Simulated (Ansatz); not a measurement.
Predict the output of the script below (Ansatz 0.2.0, Python API).

Contents of `lai.xyz`:
```text
4
Lattice="3.9292 0.0 0.0 -1.9646 3.40278702 0.0 0.0 0.0 9.712" Properties=species:S:1:pos:R:3 pbc="T T T"
La    0.00000000    0.00000000    0.00000000
La    0.00000000    0.00000000    4.85600000
I    -0.00000000    2.26852468    2.42800000
I     1.96460000    1.13426234    7.28400000
```

Script `lai_lattice.py`:
```python
"""Relaxed cell of LaI under several functionals."""

import argparse
import logging
import sys

import ansatz as az
import numpy as np

logging.basicConfig(stream=sys.stdout, format="[%(levelname)s] %(message)s")
log = logging.getLogger("calc")
log.setLevel(logging.INFO)

parser = argparse.ArgumentParser(description="Relaxed cell of LaI under several functionals.")
parser.add_argument("--ecut", type=float, required=True, help="plane-wave cutoff (eV)")
parser.add_argument("--filling", required=True, help="how the bands are filled")
parser.add_argument("--width-ev", type=float, required=True, help="smearing width (eV)")
parser.add_argument("--k-spacing", type=float, required=True, help="k-point sampling")
args = parser.parse_args()

def edges_and_angles(cell):
    cell = np.asarray(cell)
    a, b, c = np.linalg.norm(cell, axis=1)
    cosines = cell[1] @ cell[2] / (b * c), cell[0] @ cell[2] / (a * c), cell[0] @ cell[1] / (a * b)
    return (a, b, c, *np.degrees(np.arccos(cosines)))

crystal = az.Crystal.from_extxyz("lai.xyz")

base = (
    crystal.calculation()
    .basis(args.ecut)
    .occupations(args.filling, width=args.width_ev)
    .kpoints(spacing=args.k_spacing)  # the mesh must be finer for metals
    .relax(cell=True)
)

levels = [("pbesol", "d3bj"), ("blyp", "d3bj"), ("lda", "none")]
log.info("level            a       b       c    alpha   beta  gamma  V/atom  steps")
for name, dispersion in levels:
    seen = []
    run = base.functional(name, dispersion=dispersion).session().plan()
    outcome = run.execute(on_event=lambda e: seen.append(e) if e["event"] == "relax_step" else None)
    cell = outcome.lattice.cell_ang
    label = name if dispersion == "none" else f"{name}+{dispersion}"
    print("{:13s} {:7.4f} {:7.4f} {:7.4f} {:6.2f} {:6.2f} {:6.2f}".format(label, *edges_and_angles(cell)), f"{abs(np.linalg.det(cell)) / len(outcome.lattice.sites):7.3f} {len(seen):5d}")
```

Output of `python lai_lattice.py --ecut 420.0 --filling gaussian --width-ev 0.1 --k-spacing 0.32`:
```text
[INFO] level            a       b       c    alpha   beta  gamma  V/atom  steps
pbesol+d3bj    3.8504  3.8504  9.2819  90.00  90.00 120.00  29.793     5
blyp+d3bj      3.9101  3.9101  9.7098  90.00  90.00 120.00  32.140     4
lda            3.8958  3.8958  9.2774  90.00  90.00 120.00  30.486     7
```

From smallest to largest: PBEsol+D3BJ (29.79 Å³ an atom, -8.2 % against the start), LDA (30.49 Å³ an atom, -6.1 % against the start) and BLYP+D3BJ (32.14 Å³ an atom, -1.0 % against the start). The spread is 7.9 % in volume.

Caveats:
- Forces vanish by symmetry, so the ions can't move, and the end may be a saddle.
- BLYP and dispersion corrections can be off by several per cent in the lattices of metals, and by several GPa in the pressure at a fixed cell.
- The structure is a deposited one; some such entries were measured under pressure or heat, so a shift against it needn't be the functional's error alone.
- Hardware and time: 49 s on 1 thread of Arm Neoverse V2, on a shared host, peak memory 0.5 GiB.
